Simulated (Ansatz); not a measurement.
# Cs2Ta: the cost of one run

Method: DFT PBE, scalar-relativistic, plane waves, PAW, in Ansatz 0.2.0.

2 further runs of the same task are left out: 2 that didn't finish.

## Step 1: The system as given

Symmetry: Fd-3m, No. 227, cubic system. The conventional cell has a = 9.540 Å, b = 9.540 Å, c = 9.540 Å, α = 90.00°, β = 90.00°, γ = 90.00°. Cs (site symmetry -3m) is surrounded by 6 Cs at 3.37 Å. Ta (site symmetry -43m) is surrounded by 12 Cs at 3.96 Å and 4 Ta at 4.13 Å.

Structure file:

```
CELL_PARAMETERS angstrom
0.00000 4.77001 4.77001
4.77001 0.00000 4.77001
4.77001 4.77001 0.00000
ATOMIC_POSITIONS crystal
Cs 0.62500 0.62500 0.62500
Cs 0.12500 0.62500 0.62500
Cs 0.62500 0.62500 0.12500
Cs 0.62500 0.12500 0.62500
Ta 0.00000 0.00000 0.00000
Ta 0.25000 0.25000 0.25000
```

This is candidate A: cubic Laves (C15) type (Fd-3m, No. 227).

(A quick probe on a coarse mesh, which set the mesh and smearing, is not shown.)

## Step 3: The relaxation (candidate A)

Input file input.yaml:

```yaml
crystal:
  lattice:
    - [0.0, 4.7700139934, 4.7700139934]
    - [4.7700139934, 0.0, 4.7700139934]
    - [4.7700139934, 4.7700139934, 0.0]
  atoms:
    - { symbol: Cs, position: [0.625, 0.625, 0.625] }
    - { symbol: Cs, position: [0.125, 0.625, 0.625] }
    - { symbol: Cs, position: [0.625, 0.625, 0.125] }
    - { symbol: Cs, position: [0.625, 0.125, 0.625] }
    - { symbol: Ta, position: [0.0, 0.0, 0.0] }
    - { symbol: Ta, position: [0.25, 0.25, 0.25] }
basis:
  ecutwfc: 420
kpoints:
  mp_grid: { grid: [8, 8, 8] }
hamiltonian:
  xc: pbe
scf:
  occupations: { method: gaussian, width: 0.1 }
output:
  forces: true
  stress: true
  eigenvalues: true
relax:
  adjacent_minimum: "off"
  f_tol: 0.01
  max_steps: 80
  cell: { stress_tol: 0.05 }
```

Launch:

```bash
$ ansatz run input.yaml --threads 1 --pin off --max-ram 2560MiB --backend cpu --events-out ev --progress --plain --runs-dir out
```

**Question.** How long does this run take on 1 thread of Arm Neoverse V1, shared host, and how much memory does it need?

About 99 s, with a peak of 0.57 GiB.
